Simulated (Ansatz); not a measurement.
# FH2ISSi: up Jacob's ladder to CCSD(T)

One table from this session's results is given with a row withheld; the runs are named, their logs left out.

The runs use Ansatz 0.2.0, Gaussian basis; functionals in def2-TZVPP, the program's frozen cores in correlated methods.

Plan: LDA (SPW92), PBE-D4, revPBE-D4, BLYP-D4, r2SCAN-D4, B97M-V, PBE0-D4, B3LYP-D4, r2SCANh-D4, r2SCAN0-D4, HSE06-D4, BHLYP-D4, CAM-B3LYP-D4, LC-ωPBE, ωB97X-V, ωB97M-V, B2PLYP, PBE-QIDH; CCSD(T)/def2-SVP; CCSD(T)/def2-TZVPP; MP2/def2-QZVPP; extrapolation to the limit; RPA on PBE.

## Structure used throughout

An earlier PBE0-D4 in a triple-zeta def2 set relaxation fixed the geometry. I takes the def2 core potential; no spin-orbit term is included.

6 atoms, charge 0, spin multiplicity 1.

Atoms are counted from 1 here; the program's logs count them from 0.

Bond lengths: F1–Si2 1.591 Å, Si2–S3 2.109 Å, Si2–I4 2.425 Å, Si2–H5 1.474 Å, S3–H6 1.345 Å. Angles: F1–Si2–S3 111.7°, F1–Si2–I4 106.3°, F1–Si2–H5 108.4°, S3–Si2–I4 112.4°, S3–Si2–H5 107.4°, I4–Si2–H5 110.6°, Si2–S3–H6 94.1°.

As a file:

```xyz
6
charge 0, multiplicity 1
F    -0.10295   -1.62081    0.77488
Si    0.33661   -0.38865   -0.13116
S    -1.33165    0.61855   -0.93880
I     1.68877    1.04621    1.27998
H     1.13045   -0.90166   -1.26243
H    -1.67913    1.18236    0.23131
```

Set-up of the first run:

in.yaml reads:

```yaml
crystal:
  periodic: [false, false, false]
  atoms:
    - {symbol: F, position_ang: [-0.102952, -1.620806, 0.774884]}
    - {symbol: Si, position_ang: [0.336611, -0.388646, -0.131160]}
    - {symbol: S, position_ang: [-1.331648, 0.618550, -0.938795]}
    - {symbol: I, position_ang: [1.688770, 1.046205, 1.279985]}
    - {symbol: H, position_ang: [1.130447, -0.901662, -1.262426]}
    - {symbol: H, position_ang: [-1.679128, 1.182359, 0.231311]}
basis:
  gaussian: {orbitals: def2-TZVPP}
hamiltonian: {xc: lda}
output: {orbitals: {seedname: orbitals}}
```

Steps of the session up to this table: LDA; PBE-D4 (GGA); revPBE-D4 (GGA); BLYP-D4 (GGA); r2SCAN-D4 (meta-GGA); B97M-V (meta-GGA); PBE0-D4 (hybrid); B3LYP-D4 (hybrid); r2SCANh-D4 (hybrid); r2SCAN0-D4 (hybrid); HSE06-D4 (hybrid); BHLYP-D4 (hybrid); CAM-B3LYP-D4 (range-separated); LC-ωPBE (range-separated); ωB97X-V (range-separated); ωB97M-V (range-separated); B2PLYP (double hybrid); PBE-QIDH (double hybrid).

One of the session's tables, all rows but one given; the rest of the session is left out.

It belongs to the step «Orbital energies across the functionals». 

| functional | HOMO (eV) | gap (eV) |
| --- | --- | --- |
| LDA (SPW92) | -6.79 | 4.73 |
| PBE-D4 | -6.64 | 4.80 |
| revPBE-D4 | -6.59 | 4.84 |
| BLYP-D4 | -6.45 | 4.73 |
| r2SCAN-D4 | -6.95 | 5.37 |
| B97M-V | -6.98 | 5.41 |
| PBE0-D4 | -7.82 | 6.84 |
| B3LYP-D4 | -7.56 | 6.35 |
| r2SCANh-D4 | -7.38 | 6.10 |
| r2SCAN0-D4 | -8.02 | 7.19 |
| HSE06-D4 | -7.43 | 6.07 |
| BHLYP-D4 | ? | ? |
| CAM-B3LYP-D4 | -9.07 | 9.14 |
| LC-ωPBE | -10.44 | 11.66 |
| ωB97X-V | -10.08 | 11.21 |
| ωB97M-V | -9.93 | 10.86 |

Q: Estimate the row for BHLYP-D4 from the others.

Worked estimate for «HOMO (eV)». Against the share of exact exchange, BLYP-D4 (0, -6.45), B3LYP-D4 (0.2, -7.56) give a slope of -5.55 per unit share; at 0.5 the line stands at -9.22.

The run gave: HOMO (eV): -8.81; gap (eV): 8.78. In «HOMO (eV)» the line misses by -0.41.
